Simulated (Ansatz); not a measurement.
**BrGeH4OP: a ladder of functionals and wavefunction methods**

Aim: compute BrGeH4OP with functionals from several rungs and with coupled cluster, and see how far each lands from CCSD(T) at the basis-set limit for the atomisation energy.

Program: Ansatz 0.2.0, Gaussian basis. Level of theory: functionals in def2-TZVPP, the program's frozen cores in correlated methods. These are calculated values, not measurements.

Plan: LDA (SPW92), PBE-D4, revPBE-D4, BLYP-D4, r2SCAN-D4, B97M-V, PBE0-D4, B3LYP-D4, r2SCANh-D4, r2SCAN0-D4, HSE06-D4, BHLYP-D4, CAM-B3LYP-D4, LC-ωPBE, ωB97X-V, ωB97M-V, B2PLYP, PBE-QIDH; CCSD(T)/def2-SVP; CCSD(T)/def2-TZVPP; MP2/def2-QZVPP; extrapolation to the limit; RPA on PBE.

### 1 The relaxed structure

All runs share one geometry, relaxed beforehand with PBE0-D4 in a triple-zeta def2 set.

SMILES `[OH][GeH]([PH2])[Br]`, 8 atoms, charge 0, spin multiplicity 1.

Atoms are counted from 1 here; the program's logs count them from 0.

Bond lengths: O1–Ge2 1.770 Å, O1–H5 0.961 Å, Ge2–P3 2.301 Å, Ge2–Br4 2.318 Å, Ge2–H6 1.540 Å, P3–H7 1.423 Å, P3–H8 1.421 Å. Angles: Ge2–O1–H5 113.2°, O1–Ge2–P3 104.8°, O1–Ge2–Br4 109.1°, O1–Ge2–H6 110.2°, P3–Ge2–Br4 108.1°, P3–Ge2–H6 119.1°, Br4–Ge2–H6 105.3°, Ge2–P3–H7 92.2°, Ge2–P3–H8 91.4°, H7–P3–H8 92.9°.

### 2 LDA

This LDA is Slater exchange with PW92 correlation.

in.yaml reads:

```yaml
crystal:
  periodic: [false, false, false]
  atoms:
    - {symbol: O, position_ang: [0.180539, 1.478755, -1.124033]}
    - {symbol: Ge, position_ang: [-0.386027, 0.249606, 0.017071]}
    - {symbol: P, position_ang: [1.167416, -1.441457, -0.124243]}
    - {symbol: Br, position_ang: [-2.422881, -0.582090, -0.714081]}
    - {symbol: H, position_ang: [-0.407604, 2.235855, -1.186831]}
    - {symbol: H, position_ang: [-0.676129, 0.888963, 1.388004]}
    - {symbol: H, position_ang: [2.074111, -0.752448, 0.728611]}
    - {symbol: H, position_ang: [0.562875, -2.134385, 0.959600]}
basis:
  gaussian: {orbitals: def2-TZVPP}
hamiltonian: {xc: lda}
output: {orbitals: {seedname: orbitals}}
```

Run with:

```console
> ansatz run in.yaml --threads 4 --pin off --events-out ev --progress --plain --max-ram 10444MiB
```

Further steps of the session: PBE-D4 (GGA); revPBE-D4 (GGA); BLYP-D4 (GGA); r2SCAN-D4 (meta-GGA); B97M-V (meta-GGA); B3LYP-D4 (hybrid); r2SCANh-D4 (hybrid); r2SCAN0-D4 (hybrid); HSE06-D4 (hybrid); BHLYP-D4 (hybrid); CAM-B3LYP-D4 (range-separated); LC-ωPBE (range-separated); ωB97X-V (range-separated); ωB97M-V (range-separated); B2PLYP (double hybrid); PBE-QIDH (double hybrid); CCSD(T) in def2-SVP; CCSD(T) in def2-TZVPP; MP2 in def2-QZVPP; RPA on PBE orbitals.

Before running them: what should the planned runs give, taken together? Wanted: atomisation energy, CCSD(T)/CBS; farthest beyond LDA; mean size of error, GGA; mean size of error, meta-GGA; mean size of error, hybrid; mean size of error, range-separated; mean size of error, double hybrid; gap, smallest and largest; T1 diagnostic.

The runs gave:

| quantity | value |
| --- | --- |
| atomisation energy, CCSD(T)/CBS | 24.290 eV |
| functionals within 0.243 eV (1.0 %) | PBE-D4, r2SCAN-D4, B97M-V, CAM-B3LYP-D4, ωB97X-V, ωB97M-V |
| farthest beyond LDA | BHLYP-D4 (-1.010 eV) |
| mean size of error, GGA | 0.316 eV |
| mean size of error, meta-GGA | 0.095 eV |
| mean size of error, hybrid | 0.481 eV |
| mean size of error, range-separated | 0.296 eV |
| mean size of error, double hybrid | 0.538 eV |
| gap, smallest and largest | 5.04 eV (LDA (SPW92)), 11.99 eV (LC-ωPBE) |
| T1 diagnostic | 0.0107 |
| triples share of the correlation energy | 3.7 % |

What this shows: LDA overbinds by 3.686 eV (15 %). PBE-D4 is off by +0.100 eV. Double hybrids carry the basis error of their MP2 part in triple zeta, and no dispersion term here, so their miss is partly the set-up's. Taken by rung, meta-GGA functionals do best (0.095 eV on average) and double hybrid ones worst beyond LDA (0.538 eV). The reference freezes the cores and leaves out relativity and excitations past (T), and its outer-core shells are covered unevenly, so misses under about 0.243 eV can't be ranked. All levels share the lack of spin-orbit coupling, which lowers the free heavy atoms and so the true binding. Hartree-Fock recovers 67 % of the binding; the rest is correlation. CCSD(T) in def2-SVP is off by -2.387 eV, more than most functionals: a good method in a small basis is no reference. The gap grows from 5.0 to 12.0 eV across the functionals, mostly with the share of exact exchange. Correlated methods include outer-core shells of Br, Ge, which these sets cover unevenly.
